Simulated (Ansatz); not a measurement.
H5OPSeSi, SMILES OP[SiH2][SeH], an atomisation energy

Run with the Python package of Ansatz (0.2.0).

Input file `h5opsesi.xyz`:
```text
9

O    -1.07980   -1.09410    1.36610
P    -1.18440   -0.80310   -0.36350
Si    0.22890    0.87290   -0.33050
Se    2.42010    0.07090    0.12320
H    -0.44340   -1.76200    1.46540
H    -2.33900    0.09050   -0.30740
H     0.29280    1.55190   -1.61710
H    -0.08810    1.84280    0.72590
H     2.28140   -0.81620   -1.07900
```

`run_tae.py`
```python
# -*- coding: utf-8 -*-
"""Energy to split H5OPSeSi into its atoms."""

from collections import Counter

import ansatz


def energy(molecule, charge=0, unpaired=0):
    calc = (
        molecule.calculation()
        .basis(gaussian="def2-SVP")
        .functional("PBE")
    )
    if charge:
        calc = calc.charge(charge)
    if unpaired:
        calc = calc.spin("collinear", total=unpaired)
    report = calc.run(threads=1).report
    if report["published_state_doubts"]:
        print("  doubts:", report["published_state_doubts"])
    return report["free_energy_ev"]


def main():
    h5opsesi = ansatz.Crystal.molecule_from_extxyz("h5opsesi.xyz")

    # Hund ground states
    unpaired = {"O": 2, "P": 3, "Si": 2, "Se": 2, "H": 1}
    counts = Counter(site.symbol for site in h5opsesi.cartesian_sites)
    atom_energy = {s: energy(ansatz.Crystal.molecule().atom(s, (0, 0, 0)), 0, unpaired[s]) for s in counts}
    whole = energy(h5opsesi, 0, 0)
    for s, e in atom_energy.items():
        print(f"{s:2s} x{counts[s]}  {e:14.5f} eV")
    print(f"H5OPSeSi: {whole:.5f} eV")
    split = sum(counts[s] * e for s, e in atom_energy.items()) - whole
    print(f"atomisation energy (no zero-point term): {23.060548 * split:.1f} kcal/mol, {split / sum(counts.values()):.3f} eV an atom")


if __name__ == "__main__":
    main()
```

```console
$ python run_tae.py
O  x1     -2038.53202 eV
P  x1     -9278.75347 eV
Si x1     -7867.46925 eV
Se x1    -65329.91724 eV
H  x5       -13.56840 eV
H5OPSeSi: -84609.44096 eV
atomisation energy (no zero-point term): 621.0 kcal/mol, 2.992 eV an atom
```

621.0 kcal/mol from the electronic energies, without the zero-point term.

Caveats:
- These settings explore the input space; basis and method may be short of convergence.
- The geometry is a force-field or estimated start, not a minimum of this method, and the basis set is short of its limit. All parts are taken at fixed geometry, without zero-point energy.
- This functional overbinds, so such energies come out a few per cent too high (LDA far more).
- The spin-orbit lowering of heavy atoms is left out.
- Wall time of the script: 5.2 s on 1 thread of Arm Neoverse V1 (shared host), peak memory 0.2 GiB.
